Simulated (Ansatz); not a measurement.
# CH5BClN: a ladder of functionals and wavefunction methods

One table from this session's results is given with a row withheld; the runs are named, their logs left out.

Program: Ansatz 0.2.0, Gaussian basis. Level of theory: functionals in def2-TZVPP, the program's frozen cores in correlated methods. These are calculated values, not measurements.

Levels to be run: LDA (SPW92), PBE-D4, revPBE-D4, BLYP-D4, r2SCAN-D4, B97M-V, PBE0-D4, B3LYP-D4, r2SCANh-D4, r2SCAN0-D4, HSE06-D4, BHLYP-D4, CAM-B3LYP-D4, LC-ωPBE, ωB97X-V, ωB97M-V, B2PLYP, PBE-QIDH; CCSD(T)/def2-SVP; CCSD(T)/def2-TZVPP; CCSD(T)/def2-QZVPP; extrapolation to the limit; RPA on PBE.

## The relaxed structure

The geometry comes from an earlier relaxation with PBE0-D4 in a triple-zeta def2 set; it is a stationary point, not always the lowest conformer.

SMILES `CB(N)Cl`, 9 atoms, charge 0, spin multiplicity 1.

Atoms are counted from 1 here; the program's logs count them from 0.

Bond lengths: C1–B2 1.563 Å, C1–H5 1.094 Å, C1–H6 1.093 Å, C1–H7 1.094 Å, B2–N3 1.389 Å, B2–Cl4 1.786 Å, N3–H8 1.005 Å, N3–H9 1.005 Å. Angles: B2–C1–H5 110.4°, B2–C1–H6 113.2°, B2–C1–H7 110.4°, H5–C1–H6 108.2°, H5–C1–H7 106.1°, H6–C1–H7 108.2°, C1–B2–N3 124.0°, C1–B2–Cl4 119.1°, N3–B2–Cl4 117.0°, B2–N3–H8 123.0°, B2–N3–H9 122.4°, H8–N3–H9 114.6°.

The first run:

Contents of in.yaml:

```yaml
crystal:
  periodic: [false, false, false]
  atoms:
    - {symbol: C, position_ang: [0.142490, 0.994888, -0.646228]}
    - {symbol: B, position_ang: [-0.222491, -0.435608, -0.132379]}
    - {symbol: N, position_ang: [0.119054, -0.919610, 1.123970]}
    - {symbol: Cl, position_ang: [-1.133550, -1.536476, -1.204240]}
    - {symbol: H, position_ang: [0.740451, 0.930341, -1.559903]}
    - {symbol: H, position_ang: [0.698520, 1.586397, 0.084992]}
    - {symbol: H, position_ang: [-0.763567, 1.545984, -0.914302]}
    - {symbol: H, position_ang: [-0.123401, -1.842927, 1.439550]}
    - {symbol: H, position_ang: [0.630995, -0.369491, 1.791439]}
basis:
  gaussian: {orbitals: def2-TZVPP}
hamiltonian: {xc: lda}
output: {orbitals: {seedname: orbitals}}
```

Run with:

```console
ansatz run in.yaml --threads 2 --pin off --events-out ev --progress --plain --max-ram 32768MiB --backend cpu
```

Among the steps run: LDA; PBE-D4 (GGA); revPBE-D4 (GGA); BLYP-D4 (GGA); r2SCAN-D4 (meta-GGA); B97M-V (meta-GGA); PBE0-D4 (hybrid); B3LYP-D4 (hybrid); r2SCANh-D4 (hybrid); r2SCAN0-D4 (hybrid); HSE06-D4 (hybrid); BHLYP-D4 (hybrid); CAM-B3LYP-D4 (range-separated); LC-ωPBE (range-separated); ωB97X-V (range-separated); ωB97M-V (range-separated); B2PLYP (double hybrid); PBE-QIDH (double hybrid).

One table of the session follows, with a row left open; its other results are not shown here.

It belongs to the step «Frontier levels by functional». 

| functional | HOMO (eV) | LUMO (eV) | gap (eV) |
| --- | --- | --- | --- |
| LDA (SPW92) | -6.99 | -0.55 | 6.45 |
| PBE-D4 | -6.83 | -0.30 | 6.53 |
| revPBE-D4 | ? | ? | ? |
| BLYP-D4 | -6.69 | -0.15 | 6.55 |
| r2SCAN-D4 | -7.14 | 0.07 | 7.21 |
| B97M-V | -7.21 | 0.17 | 7.38 |
| PBE0-D4 | -8.22 | 0.72 | 8.94 |
| B3LYP-D4 | -7.96 | 0.40 | 8.36 |
| r2SCANh-D4 | -7.66 | 0.42 | 8.08 |
| r2SCAN0-D4 | -8.44 | 0.94 | 9.38 |
| HSE06-D4 | -7.81 | 0.33 | 8.15 |
| BHLYP-D4 | -9.49 | 1.27 | 10.76 |
| CAM-B3LYP-D4 | -9.62 | 1.43 | 11.06 |
| LC-ωPBE | -11.05 | 2.70 | 13.75 |
| ωB97X-V | -10.66 | 2.49 | 13.15 |
| ωB97M-V | -10.53 | 1.99 | 12.53 |

Estimate the missing values for revPBE-D4.

The run gave: HOMO (eV): -6.77; LUMO (eV): -0.20; gap (eV): 6.57. In the column «HOMO (eV)» it lies between PBE-D4 (-6.83) and BLYP-D4 (-6.69).
